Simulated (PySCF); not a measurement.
# C₁₂H₈S₃: NMR shifts at several levels of theory, part 2 of 2

PySCF 2.14.0. Atoms count from 0. Earlier steps stand in the parts before.

## (5) Shielding tensors: wB97X-D/pcSseg-1

The job: settings as JSON, then the geometry in Å.

```
{"job": {"kind": "nmr", "xc": "wB97X-D", "basis": "pcSseg-1", "pop": false}, "charge": 0, "multiplicity": 1}
C     -4.416608     1.666282    -0.963627
C     -4.632761     2.194047     0.282576
S     -3.287882     1.943049     1.319908
C     -2.400281     1.113562     0.080661
C     -1.073499     0.601449     0.337172
C     -0.327490     0.665254     1.497456
C      0.939631     0.051877     1.381588
C      1.174149    -0.486231     0.131687
C      2.344252    -1.182466    -0.352316
C      2.575888    -1.722749    -1.602043
C      3.849618    -2.336442    -1.717451
C      4.576302    -2.258703    -0.558129
S      3.715243    -1.439129     0.680359
S     -0.191959    -0.227162    -0.906342
C     -3.144362     1.049563    -1.080846
H     -5.146653     1.718398    -1.772203
H     -5.512855     2.719667     0.650277
H     -0.690828     1.144276     2.408096
H      1.668173     0.002113     2.192467
H      1.844561    -1.675427    -2.410762
H      4.216167    -2.817817    -2.624837
H      5.577081    -2.640698    -0.361776
H     -2.778965     0.570386    -1.990745
```

Level: GIAO wB97X-D/pcSseg-1 NMR shielding, non-relativistic, gas phase.

Standard output:

```text
coarse grid: 22864 points
cycle   1  E = -1656.1799433123  dE =  3.774e+00  |g| = 4.044e-01  |ddm| = 5.483e+00
cycle   2  E = -1656.2129208003  dE = -3.298e-02  |g| = 3.254e-01  |ddm| = 8.933e-01
cycle   3  E = -1656.2365767216  dE = -2.366e-02  |g| = 8.843e-02  |ddm| = 3.792e-01
cycle   4  E = -1656.2388096065  dE = -2.233e-03  |g| = 2.533e-02  |ddm| = 1.636e-01
cycle   5  E = -1656.2389810649  dE = -1.715e-04  |g| = 1.223e-02  |ddm| = 4.893e-02
cycle   6  E = -1656.2390255905  dE = -4.453e-05  |g| = 1.720e-03  |ddm| = 1.623e-02
cycle   7  E = -1656.2390283211  dE = -2.731e-06  |g| = 7.932e-04  |ddm| = 5.731e-03
final grid: 212712 points
cycle   8  E = -1656.3449134255  dE = -2.797e-04  |g| = 5.438e-03  |ddm| = 9.007e-02
cycle   9  E = -1656.3449177881  dE = -4.363e-06  |g| = 2.676e-03  |ddm| = 1.112e-02
cycle  10  E = -1656.3449187813  dE = -9.932e-07  |g| = 8.834e-04  |ddm| = 3.830e-03
cycle  11  E = -1656.3449189654  dE = -1.842e-07  |g| = 4.059e-04  |ddm| = 1.386e-03
cycle  12  E = -1656.3449190047  dE = -3.923e-08  |g| = 1.293e-04  |ddm| = 6.621e-04
cycle  13  E = -1656.3449190094  dE = -4.732e-09  |g| = 3.274e-05  |ddm| = 2.277e-04
cycle  14  E = -1656.3449190098  dE = -4.106e-10  |g| = 1.371e-05  |ddm| = 8.687e-05
converged SCF energy = -1656.3449190098

GIAO shielding tensors (ppm)
atom      isotropic    diamagn.    paramagn.     s11        s22        s33       span
  0 C       51.256     254.833    -203.576    -33.205     40.123    146.851    180.056
  1 C       51.297     269.840    -218.543    -43.993     56.850    141.035    185.028
  2 S      278.988    1057.120    -778.132    140.745    311.749    384.470    243.725
  3 C       36.842     256.242    -219.401    -36.240     23.603    123.162    159.402
  4 C       39.419     262.836    -223.417    -36.140     34.963    119.435    155.575
  5 C       56.430     252.930    -196.500    -15.748     46.486    138.552    154.299
  6 C       56.434     252.961    -196.527    -15.760     46.538    138.522    154.282
  7 C       39.329     262.862    -223.533    -36.185     34.785    119.388    155.573
  8 C       36.789     256.313    -219.524    -36.132     23.456    123.044    159.176
  9 C       56.923     249.361    -192.438    -17.219     44.738    143.250    160.469
 10 C       51.299     254.878    -203.579    -33.195     40.196    146.894    180.089
 11 C       51.293     269.678    -218.386    -43.849     56.726    141.001    184.850
 12 S      279.510    1057.112    -777.602    139.794    312.666    386.069    246.274
 13 S      290.136    1061.674    -771.538    161.282    347.116    362.010    200.728
 14 C       56.959     249.347    -192.388    -17.157     44.789    143.245    160.402
 15 H       24.378      27.549      -3.172     21.098     24.699     27.336      6.238
 16 H       24.333      28.557      -4.224     21.264     24.543     27.190      5.925
 17 H       24.202      31.977      -7.775     19.216     25.354     28.037      8.821
 18 H       24.202      31.984      -7.782     19.214     25.352     28.041      8.828
 19 H       24.090      32.235      -8.145     19.056     24.587     28.625      9.569
 20 H       24.374      27.553      -3.178     21.103     24.697     27.323      6.220
 21 H       24.344      28.509      -4.165     21.262     24.552     27.218      5.956
 22 H       24.091      32.230      -8.139     19.054     24.592     28.628      9.574
```

It took 4 min on 8 threads of Intel Xeon at 2.50GHz (Skylake/Cascade Lake), shared host.

Key values: δ C3 147.7, C4 145.2, C0 133.3, C1 133.2, H19 7.29, H17 7.18 ppm (means over like atoms).

## (6) Shielding tensors: KT2/pcSseg-1

Same as in step 5 but for these lines:

```diff
@@ -1,2 +1,2 @@
-{"job": {"kind": "nmr", "xc": "wB97X-D", "basis": "pcSseg-1", "pop": false}, "charge": 0, "multiplicity": 1}
+{"job": {"kind": "nmr", "xc": "KT2", "basis": "pcSseg-1", "pop": false}, "charge": 0, "multiplicity": 1}
 C     -4.416608     1.666282    -0.963627
```

Method: GIAO KT2/pcSseg-1 NMR shielding, non-relativistic, gas phase.

Standard output:

```text
coarse grid: 22864 points
cycle   1  E = -1674.1731497091  dE =  2.617e+00  |g| = 6.084e-01  |ddm| = 5.746e+00
cycle   2  E = -1673.9658997736  dE =  2.072e-01  |g| = 1.022e+00  |ddm| = 1.970e+00
cycle   3  E = -1674.2606786225  dE = -2.948e-01  |g| = 2.206e-01  |ddm| = 1.526e+00
cycle   4  E = -1674.2738324030  dE = -1.315e-02  |g| = 7.874e-02  |ddm| = 3.942e-01
cycle   5  E = -1674.2753034967  dE = -1.471e-03  |g| = 3.662e-02  |ddm| = 1.524e-01
cycle   6  E = -1674.2756766824  dE = -3.732e-04  |g| = 1.271e-02  |ddm| = 5.979e-02
cycle   7  E = -1674.2757171324  dE = -4.045e-05  |g| = 4.684e-03  |ddm| = 1.940e-02
cycle   8  E = -1674.2757232599  dE = -6.127e-06  |g| = 1.149e-03  |ddm| = 6.544e-03
final grid: 212712 points
cycle   9  E = -1674.3628699217  dE = -3.572e-04  |g| = 3.214e-02  |ddm| = 1.754e-01
cycle  10  E = -1674.3621614602  dE =  7.085e-04  |g| = 5.711e-02  |ddm| = 1.034e-01
cycle  11  E = -1674.3630935244  dE = -9.321e-04  |g| = 6.757e-03  |ddm| = 8.440e-02
cycle  12  E = -1674.3631046778  dE = -1.115e-05  |g| = 3.995e-03  |ddm| = 1.324e-02
cycle  13  E = -1674.3631090299  dE = -4.352e-06  |g| = 5.759e-04  |ddm| = 4.829e-03
cycle  14  E = -1674.3631090985  dE = -6.864e-08  |g| = 3.122e-04  |ddm| = 1.111e-03
cycle  15  E = -1674.3631091281  dE = -2.956e-08  |g| = 5.013e-05  |ddm| = 4.725e-04
cycle  16  E = -1674.3631091284  dE = -3.438e-10  |g| = 3.693e-05  |ddm| = 1.074e-04
cycle  17  E = -1674.3631091288  dE = -3.629e-10  |g| = 1.372e-05  |ddm| = 5.829e-05
converged SCF energy = -1674.3631091288

GIAO shielding tensors (ppm)
atom      isotropic    diamagn.    paramagn.     s11        s22        s33       span
  0 C       60.852     252.946    -192.094    -10.055     49.504    143.107    153.162
  1 C       64.767     269.066    -204.299    -14.933     71.658    137.575    152.507
  2 S      312.250    1059.445    -747.195    189.753    331.993    415.003    225.250
  3 C       49.228     255.203    -205.975     -6.480     35.882    118.282    124.763
  4 C       51.363     262.538    -211.175     -6.340     47.322    113.108    119.448
  5 C       65.613     251.492    -185.880      6.321     56.869    133.648    127.327
  6 C       65.608     251.508    -185.900      6.311     56.909    133.603    127.292
  7 C       51.299     262.551    -211.252     -6.379     47.211    113.066    119.445
  8 C       49.189     255.258    -206.070     -6.400     35.805    118.161    124.562
  9 C       66.848     249.124    -182.277      4.593     56.002    139.947    135.354
 10 C       60.884     252.999    -192.115    -10.059     49.569    143.143    153.202
 11 C       64.755     268.930    -204.176    -14.794     71.504    137.554    152.348
 12 S      312.797    1059.441    -746.644    188.938    332.921    416.533    227.594
 13 S      326.085    1063.634    -737.549    212.692    371.615    393.949    181.256
 14 C       66.884     249.125    -182.241      4.641     56.059    139.951    135.311
 15 H       24.368      27.957      -3.589     21.187     24.453     27.463      6.276
 16 H       24.487      28.899      -4.412     21.308     24.427     27.727      6.419
 17 H       24.235      31.968      -7.733     19.450     25.708     27.547      8.098
 18 H       24.235      31.972      -7.738     19.448     25.706     27.551      8.103
 19 H       24.122      32.610      -8.488     19.276     24.914     28.176      8.901
 20 H       24.365      27.963      -3.598     21.192     24.451     27.451      6.259
 21 H       24.498      28.854      -4.357     21.304     24.435     27.754      6.450
 22 H       24.123      32.605      -8.482     19.273     24.918     28.179      8.906
```

It took 2.3 min on 8 threads of Intel Xeon at 2.50GHz (Skylake/Cascade Lake), shared host.

Key values: δ C3 134.0, C4 131.9, C0 122.4, C1 118.5, H19 7.06, H17 6.94 ppm (means over like atoms).

## (7) Nuclear shieldings: HF/pcSseg-1

Same as in step 6 but for these lines:

```diff
@@ -1,2 +1,2 @@
-{"job": {"kind": "nmr", "xc": "KT2", "basis": "pcSseg-1", "pop": false}, "charge": 0, "multiplicity": 1}
+{"job": {"kind": "nmr", "xc": "HF", "basis": "pcSseg-1", "pop": false}, "charge": 0, "multiplicity": 1}
 C     -4.416608     1.666282    -0.963627
```

Method: GIAO HF/pcSseg-1 NMR shielding, non-relativistic, gas phase.

Standard output:

```text
final grid: 212712 points
cycle   1  E = -1651.2439430984  dE =  5.175e+00  |g| = 6.981e-01  |ddm| = 5.407e+00
cycle   2  E = -1651.4133093935  dE = -1.694e-01  |g| = 3.081e-01  |ddm| = 1.206e+00
cycle   3  E = -1651.4386792735  dE = -2.537e-02  |g| = 1.226e-01  |ddm| = 6.252e-01
cycle   4  E = -1651.4441914410  dE = -5.512e-03  |g| = 3.321e-02  |ddm| = 2.544e-01
cycle   5  E = -1651.4445996418  dE = -4.082e-04  |g| = 1.092e-02  |ddm| = 5.540e-02
cycle   6  E = -1651.4446950572  dE = -9.542e-05  |g| = 4.488e-03  |ddm| = 2.742e-02
cycle   7  E = -1651.4447217990  dE = -2.674e-05  |g| = 1.746e-03  |ddm| = 1.643e-02
cycle   8  E = -1651.4447257097  dE = -3.911e-06  |g| = 6.845e-04  |ddm| = 7.252e-03
cycle   9  E = -1651.4447261202  dE = -4.105e-07  |g| = 2.036e-04  |ddm| = 2.377e-03
cycle  10  E = -1651.4447261572  dE = -3.699e-08  |g| = 6.376e-05  |ddm| = 9.709e-04
cycle  11  E = -1651.4447261600  dE = -2.815e-09  |g| = 2.542e-05  |ddm| = 2.257e-04
cycle  12  E = -1651.4447261605  dE = -4.666e-10  |g| = 1.305e-05  |ddm| = 7.397e-05
converged SCF energy = -1651.4447261605

GIAO shielding tensors (ppm)
atom      isotropic    diamagn.    paramagn.     s11        s22        s33       span
  0 C       57.781     256.940    -199.159    -39.982     53.804    159.521    199.503
  1 C       54.554     270.985    -216.430    -54.912     64.306    154.269    209.181
  2 S      349.705    1055.025    -705.320    197.418    400.022    451.674    254.256
  3 C       41.703     255.035    -213.332    -46.643     30.436    141.317    187.960
  4 C       44.419     260.997    -216.578    -47.784     43.006    138.035    185.820
  5 C       62.737     254.052    -191.315    -22.462     58.216    152.456    174.918
  6 C       62.746     254.073    -191.327    -22.453     58.268    152.422    174.875
  7 C       44.329     261.011    -216.682    -47.858     42.859    137.987    185.845
  8 C       41.680     255.102    -213.422    -46.540     30.364    141.217    187.757
  9 C       63.109     248.895    -185.787    -23.097     55.921    156.502    179.598
 10 C       57.836     256.994    -199.158    -39.927     53.872    159.564    199.492
 11 C       54.530     270.835    -216.304    -54.778     64.123    154.247    209.025
 12 S      350.102    1055.018    -704.916    196.306    400.843    453.156    256.851
 13 S      360.420    1059.037    -698.617    214.976    431.570    434.715    219.739
 14 C       63.161     248.885    -185.723    -23.029     56.006    156.508    179.537
 15 H       24.633      27.229      -2.596     20.816     24.626     28.457      7.641
 16 H       24.495      29.159      -4.664     21.036     24.731     27.718      6.682
 17 H       24.415      32.072      -7.657     18.812     25.864     28.569      9.757
 18 H       24.415      32.078      -7.662     18.809     25.865     28.572      9.762
 19 H       24.318      31.906      -7.588     18.638     25.136     29.180     10.542
 20 H       24.629      27.234      -2.605     20.819     24.623     28.444      7.625
 21 H       24.507      29.117      -4.609     21.035     24.741     27.746      6.712
 22 H       24.320      31.902      -7.581     18.635     25.141     29.184     10.549
```

Run time: 1.7 min. Hardware: 8 threads of Intel Xeon at 2.50GHz (Skylake/Cascade Lake), shared host.

Key values: δ C3 149.2, C4 146.5, C1 136.3, C0 133.0, H19 7.37, H17 7.27 ppm (means over like atoms).

## (8) Side by side: NMR shifts

Shifts (ppm) of some atoms, chosen among heavy atoms and hydrogens apart, means over like atoms, with basis size and wall time:

| run | C3 | C4 | C1 | H17 | H16 | S2 | S13 | functions | time |
| --- | --- | --- | --- | --- | --- | --- | --- | --- | --- |
| PBE0/pcSseg-1 | 145.4 | 143.0 | 130.9 | 7.15 | 6.98 | 211 | 198 | 316 | 3.1 min |
| PBE/pcSseg-1 | 142.4 | 140.2 | 126.6 | 7.02 | 6.78 | 227 | 213 | 316 | 2.1 min |
| wB97X-D/pcSseg-1 | 147.7 | 145.2 | 133.2 | 7.18 | 7.04 | 214 | 204 | 316 | 4 min |
| KT2/pcSseg-1 | 134.0 | 131.9 | 118.5 | 6.94 | 6.69 | 206 | 193 | 316 | 2.3 min |
| HF/pcSseg-1 | 149.2 | 146.5 | 136.3 | 7.27 | 7.18 | 164 | 153 | 316 | 1.7 min |

## (9) Results

This closing draws on all 2 parts.

```
                                                               quantity                                         value
                                                            point group                                           C2v
                                   rotational constants (main isotopes)                          1.76, 0.19, 0.17 GHz
13C shifts against TMS (PBE0/pcSseg-1, means over atoms taken as alike)  145.4, 143.0, 132.4, 130.9, 127.3, 126.4 ppm
 1H shifts against TMS (PBE0/pcSseg-1, means over atoms taken as alike)                    7.26, 7.15, 7.01, 6.98 ppm
33S shifts against CS2 (PBE0/pcSseg-1, means over atoms taken as alike)                                  211, 198 ppm
                         range of the shift of S2 (with its like atoms)                                164 to 227 ppm
```

What this shows: Single values in the summary come from the first sound run of each kind (PBE0/pcSseg-1), which need not be the best level. Relaxing lowered the energy by 0.092 eV in 6 steps; the close pair that moved most is C3–C4, from 1.425 to 1.445 Å. At PBE0/pcSseg-1: Shielding is most anisotropic at S2, S12 (span 241 ppm, paramagnetic term -772 ppm). NICS(1)zz of -22 ppm above the planar ring from C0 marks a diatropic (aromatic) ring current. NICS(1)zz of -15 ppm above the planar ring from C4 marks a diatropic (aromatic) ring current. NICS(1)zz of -22 ppm above the planar ring from C8 marks a diatropic (aromatic) ring current. Across the 5 runs the shift of S2 (with its like atoms) moves most, between 164 (HF/pcSseg-1) and 227 ppm (PBE/pcSseg-1).
